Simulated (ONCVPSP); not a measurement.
# Pb: the cost of one run

Method: ONCVPSP 4.0.1, PBE, scalar-relativistic.

## (1) The design

Typed settings, in words:

| Item | Value |
| --- | --- |
| element | lead (Pb, Z = 82) |
| type | optimised norm-conserving Vanderbilt (ONCV) |
| frozen core | [Kr] 4d10 4f14 |
| valence charge | 22 |
| reference configuration | 5s2 5p6 5d10 6s2 6p2 |
| partial waves | 5s+6s: rc 1.40 bohr, ncon 4, nbas 7, qcut 9 1/bohr, 2 projectors; 5p+6p: rc 1.85 bohr, ncon 4, nbas 9, qcut 5 1/bohr, 2 projectors; 5d: rc 2.05 bohr, ncon 4, nbas 9, qcut 8.3 1/bohr, 2 projectors, debl 2.8 Ha |
| local potential | polynomial inside 1.25 bohr (lpopt 2, dvloc0 1 Ha) |
| core correction | Teter function, fcfact 1.75, rcfact 1.25 |

The outer shells as boxes (Hund's rule for the drawing; the calculation is spin-unpolarised):

```
[Kr] core
4d [↑↓][↑↓][↑↓][↑↓][↑↓]
4f [↑↓][↑↓][↑↓][↑↓][↑↓][↑↓][↑↓]
5s [↑↓]
5p [↑↓][↑↓][↑↓]
5d [↑↓][↑↓][↑↓][↑↓][↑↓]
6s [↑↓]
6p [↑ ][↑ ][  ]
```

The nodes and maxima of the atom's own shells, from an earlier all-electron run, set the scale for the radii.

All-electron outer shells of the reference configuration (PBE, scalar-relativistic, ld1.x):

```tsv
shell	level (eV)	outermost node (bohr)	outermost maximum (bohr)
4d	-402.09	0.19	0.39
5s	-144.16	0.45	0.79
4f	-132.89	–	0.35
5p	-85.83	0.49	0.88
5d	-21.18	0.52	1.07
6s	-12.04	1.01	1.95
6p	-3.50	1.18	2.67
```

## (2) The generation run

Pb.dat reads:

```
# ATOM AND REFERENCE CONFIGURATION
# atsym  z   nc   nv     iexc    psfile
  Pb 82.00   10    5        4      upf
#
#   n    l    f
    1    0    2.00
    2    0    2.00
    2    1    6.00
    3    0    2.00
    3    1    6.00
    3    2   10.00
    4    0    2.00
    4    1    6.00
    4    2   10.00
    4    3   14.00
    5    0    2.00
    5    1    6.00
    5    2   10.00
    6    0    2.00
    6    1    2.00
#
# PSEUDOPOTENTIAL AND OPTIMIZATION
# lmax
    2
#
#   l,   rc,      ep,       ncon, nbas, qcut
    0    1.40    0.00    4    7    9.00
    1    1.85    0.00    4    9    5.00
    2    2.05    0.00    4    9    8.30
#
# LOCAL POTENTIAL
# lloc, lpopt,  rc(5),   dvloc0
    4    2    1.25    1.00
#
# VANDERBILT-KLEINMAN-BYLANDER PROJECTORs
# l, nproj, debl
    0    2    3.90
    1    2    2.70
    2    2    2.80
#
# MODEL CORE CHARGE
# icmod, fcfact, rcfact
    3    1.75    1.25
#
# LOG DERIVATIVE ANALYSIS
# epsh1, epsh2, depsh
   -7.00    5.00    0.04
#
# OUTPUT GRID
# rlmax, drl
    6.00    0.01
#
# TEST CONFIGURATIONS
# ncnf
    4
# nvcnf
#   n    l    f
    5
    5    0    2.00
    5    1    6.00
    5    2   10.00
    6    0    2.00
    6    1    1.00
#
    5
    5    0    2.00
    5    1    6.00
    5    2   10.00
    6    0    2.00
    6    1    0.00
#
    5
    5    0    2.00
    5    1    6.00
    5    2   10.00
    6    0    1.00
    6    1    0.00
#
    5
    5    0    1.00
    5    1    6.00
    5    2   10.00
    6    0    2.00
    6    1    2.00
#
```

On the command line:

```bash
$ oncvpsp.x < Pb.dat > Pb.out
```

**Question.** How long does this run take on 1 thread of AMD EPYC 9R45, shared host?

About 4.4 s.
